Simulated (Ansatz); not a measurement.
Mg6SiB:

```xyz
8
Lattice="3.9757 0.0000 0.0000 0.0000 3.8917 4.9380 0.0000 -3.8917 4.9380" Properties=species:S:1:pos:R:3 pbc="T T T"
Si    0.0000    0.0000    9.3476
Mg    1.9879    0.0000    1.3862
Mg    1.9879   -2.1849    3.7819
Mg    1.9879    2.1849    3.7819
Mg    0.0000    0.0000    3.6676
Mg    0.0000   -1.4376    6.2111
Mg    0.0000    1.4376    6.2111
B     1.9879    0.0000    5.1167
```

The cell comes from a database or a generator and needn't be the stable form of this composition.

| Property | Result |
| --- | --- |
| Program | Ansatz 0.2.0 |
| Task | single point |
| Functional | PBE |
| Potentials or basis | Ansatz PAW |
| Cutoff | 420 eV (not typed: the program's choice for these potentials) |
| k mesh | 7 × 5 × 5 |
| Occupations | fermi-dirac, width 0.05 eV |
| Spin | no spin polarisation |

On this cell: pressure -0.1 GPa; largest force 0.087 eV/Å; band gap on the k mesh none (metal or under the smearing width).

The same run follows on a disturbed copy (atoms moved at random, drawn with an rms of 0.05 Å):

```
Si Mg B
1.0
     3.97571    0.00000    0.00000
     0.00000    3.89167    4.93801
     0.00000   -3.89167    4.93801
Si Mg B
1 6 1
Direct
  0.99679 0.94457 0.94263
  0.51819 0.13940 0.14430
  0.50914 0.09967 0.66252
  0.50811 0.66730 0.09590
  0.98415 0.37431 0.37140
  0.00247 0.45283 0.81795
  0.98665 0.81208 0.44778
  0.51627 0.52422 0.51496
```

Question: What changes?

Answer: The energy (extrapolated to zero smearing) moves by +11.3 meV/atom; pressure 0.0 GPa; largest force 0.659 eV/Å; band gap on the k mesh none (metal or under the smearing width).

Forces in eV/Å, atoms in the order of the input:
```
Si   0.454  0.032  0.158
Mg  -0.357  0.076 -0.049
Mg  -0.293  0.103  0.101
Mg  -0.273 -0.180  0.039
Mg   0.657 -0.021 -0.041
Mg   0.080 -0.109 -0.222
Mg   0.211  0.181 -0.050
B   -0.480 -0.083  0.064
```

Stress tensor (GPa, compression positive):
```
 0.31 -0.13 -0.15
-0.13  0.55  0.04
-0.15  0.04 -0.84
```
